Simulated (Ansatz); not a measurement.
# SbTeH₃: one species, many methods

Aim: compute SbTeH₃ with functionals from several rungs and with coupled cluster, and see how far each lands from CCSD(T) at the basis-set limit for the atomisation energy.

Computed with Ansatz 0.2.0, Gaussian basis. Level: functionals in def2-TZVPP, the program's frozen cores in correlated methods.

Levels to be run: LDA (SPW92), PBE-D4, revPBE-D4, BLYP-D4, r2SCAN-D4, B97M-V, PBE0-D4, B3LYP-D4, r2SCANh-D4, r2SCAN0-D4, HSE06-D4, BHLYP-D4, CAM-B3LYP-D4, LC-ωPBE, ωB97X-V, ωB97M-V, B2PLYP, PBE-QIDH; CCSD(T)/def2-SVP; CCSD(T)/def2-TZVPP; MP2/def2-QZVPP; extrapolation to the limit; RPA on PBE.

## 1. The relaxed structure

An earlier PBE0-D4 in a triple-zeta def2 set relaxation fixed the geometry. Sb, Te take the def2 core potential; no spin-orbit term is included.

SMILES `[SbH2][TeH]`, 5 atoms, charge 0, spin multiplicity 1.

Atoms are counted from 1 here; the program's logs count them from 0.

Bond lengths: Sb1–Te2 2.765 Å, Sb1–H3 1.709 Å, Sb1–H4 1.709 Å, Te2–H5 1.657 Å. Angles: Te2–Sb1–H3 94.9°, Te2–Sb1–H4 94.8°, H3–Sb1–H4 91.0°, Sb1–Te2–H5 94.2°.

## 2. LDA

This LDA is Slater exchange with PW92 correlation.

in.yaml reads:

```yaml
crystal:
  periodic: [false, false, false]
  atoms:
    - {symbol: Sb, position_ang: [-0.747029, -0.990333, -0.532086]}
    - {symbol: Te, position_ang: [0.189948, 1.569333, -0.994585]}
    - {symbol: H, position_ang: [-1.197521, -0.689541, 1.088438]}
    - {symbol: H, position_ang: [0.764378, -1.608461, -0.029183]}
    - {symbol: H, position_ang: [1.040024, 1.645401, 0.426117]}
basis:
  gaussian: {orbitals: def2-TZVPP}
hamiltonian: {xc: lda}
output: {orbitals: {seedname: orbitals}}
```

Started as:

```console
$ ansatz run in.yaml --threads 2 --pin off --events-out ev --progress --plain --max-ram 4352MiB
```

Further steps of the session: PBE-D4 (GGA); revPBE-D4 (GGA); BLYP-D4 (GGA); r2SCAN-D4 (meta-GGA); B97M-V (meta-GGA); B3LYP-D4 (hybrid); r2SCANh-D4 (hybrid); r2SCAN0-D4 (hybrid); HSE06-D4 (hybrid); BHLYP-D4 (hybrid); CAM-B3LYP-D4 (range-separated); LC-ωPBE (range-separated); ωB97X-V (range-separated); ωB97M-V (range-separated); B2PLYP (double hybrid); PBE-QIDH (double hybrid); CCSD(T) in def2-SVP; CCSD(T) in def2-TZVPP; MP2 in def2-QZVPP; RPA on PBE orbitals.

**Question.** What will the summary of the whole plan be? Wanted: atomisation energy, CCSD(T)/CBS; farthest beyond LDA; mean size of error, GGA; mean size of error, meta-GGA; mean size of error, hybrid; mean size of error, range-separated; mean size of error, double hybrid; gap, smallest and largest; T1 diagnostic.

As calculated:

| quantity | value |
| --- | --- |
| atomisation energy, CCSD(T)/CBS | 1047.8 kJ/mol |
| functionals within 10.5 kJ/mol (1.0 %) | PBE-D4, BLYP-D4, B97M-V, B3LYP-D4, ωB97X-V |
| farthest beyond LDA | LC-ωPBE (-78.3 kJ/mol) |
| mean size of error, GGA | 15.6 kJ/mol |
| mean size of error, meta-GGA | 16.2 kJ/mol |
| mean size of error, hybrid | 34.7 kJ/mol |
| mean size of error, range-separated | 32.8 kJ/mol |
| mean size of error, double hybrid | 51.7 kJ/mol |
| gap, smallest and largest | 3.01 eV (LDA (SPW92)), 9.27 eV (LC-ωPBE) |
| T1 diagnostic | 0.0124 |
| triples share of the correlation energy | 2.6 % |

LDA overbinds by 168.6 kJ/mol (16 %). PBE-D4 misses by -8.0 kJ/mol. Double hybrids carry the basis error of their MP2 part in triple zeta, and no dispersion term here, so their miss is partly the set-up's. Taken by rung, GGA functionals do best (15.6 kJ/mol on average) and double hybrid ones worst beyond LDA (51.7 kJ/mol). The gap between the best rungs is small, so their order is not settled. The reference freezes the cores and leaves out spin-orbit coupling and excitations past (T), and its outer-core shells are covered unevenly, so misses under about 10.5 kJ/mol can't be ranked. All levels share the lack of spin-orbit coupling, which lowers the free heavy atoms and so the true binding. Hartree-Fock recovers 59 % of the binding; the rest is correlation. CCSD(T) in def2-SVP is off by -149.1 kJ/mol, so the small basis spoils what the method gains. The gap grows from 3.0 to 9.3 eV across the functionals, mostly with the share of exact exchange. Correlated methods include outer-core shells of Sb, Te, which these sets cover unevenly.
